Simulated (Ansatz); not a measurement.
# AlH4O2Si: the cost of one run

Computed with Ansatz 0.2.0, Gaussian basis. Level: the settings change from run to run.

### Step 1. The molecule

The structure was relaxed beforehand with PBE0-D4 in a triple-zeta def2 set.

SMILES `[OH][Al][O][SiH3]`, 8 atoms, charge 0, spin multiplicity 2.

Atoms are counted from 1 here; the program's logs count them from 0.

Bond lengths: O1–Al2 1.699 Å, O1–H5 0.957 Å, Al2–O3 1.680 Å, O3–Si4 1.625 Å, Si4–H6 1.488 Å, Si4–H7 1.487 Å, Si4–H8 1.487 Å. Angles: Al2–O1–H5 122.1°, O1–Al2–O3 118.2°, Al2–O3–Si4 176.3°, O3–Si4–H6 110.3°, O3–Si4–H7 110.2°, O3–Si4–H8 110.1°, H6–Si4–H7 108.7°, H6–Si4–H8 108.7°, H7–Si4–H8 108.9°.

Geometry (Å):

```xyz
8
AlH4O2Si
O     0.8919    1.6822   -2.0550
Al    1.0242    1.3834   -0.3874
O     0.1579    0.0973    0.2594
Si   -0.6455   -1.1169    0.9808
H     1.3595    2.3993   -2.4820
H    -0.7756   -0.8549    2.4396
H    -2.0068   -1.2499    0.3980
H     0.0866   -2.3974    0.7909
```

### Step 2. wB97M-V/def2-mTZVPP

Set apart from the defaults: restricted open-shell orbitals, a point charge of 0.50 e beside it.

The input, in.yaml:

```yaml
crystal:
  periodic: [false, false, false]
  atoms:
    - {symbol: O, position_ang: [0.891892, 1.682167, -2.054965]}
    - {symbol: Al, position_ang: [1.024227, 1.383362, -0.387415]}
    - {symbol: O, position_ang: [0.157941, 0.097265, 0.259365]}
    - {symbol: Si, position_ang: [-0.645532, -1.116928, 0.980814]}
    - {symbol: H, position_ang: [1.359484, 2.399288, -2.481999]}
    - {symbol: H, position_ang: [-0.775604, -0.854910, 2.439647]}
    - {symbol: H, position_ang: [-2.006769, -1.249866, 0.397978]}
    - {symbol: H, position_ang: [0.086560, -2.397378, 0.790874]}
basis:
  gaussian: {orbitals: def2-mTZVPP, point_charges: [{charge: 0.50, position_ang: [5.846, -0.141, 0.244]}]}
magnetization: {spin_polarized: false, initial_magnetization: 1}
hamiltonian: {xc: {name: wB97M-V}}
output: {forces: true}
```

The run is started by

```console
ansatz run in.yaml --threads 4 --pin off --events-out ev --progress --plain --max-ram 10444MiB
```

What time and memory should one allow on 4 threads of Intel Xeon 6975P-C, shared host?

About 3 s, with a peak of 0.5 GiB.
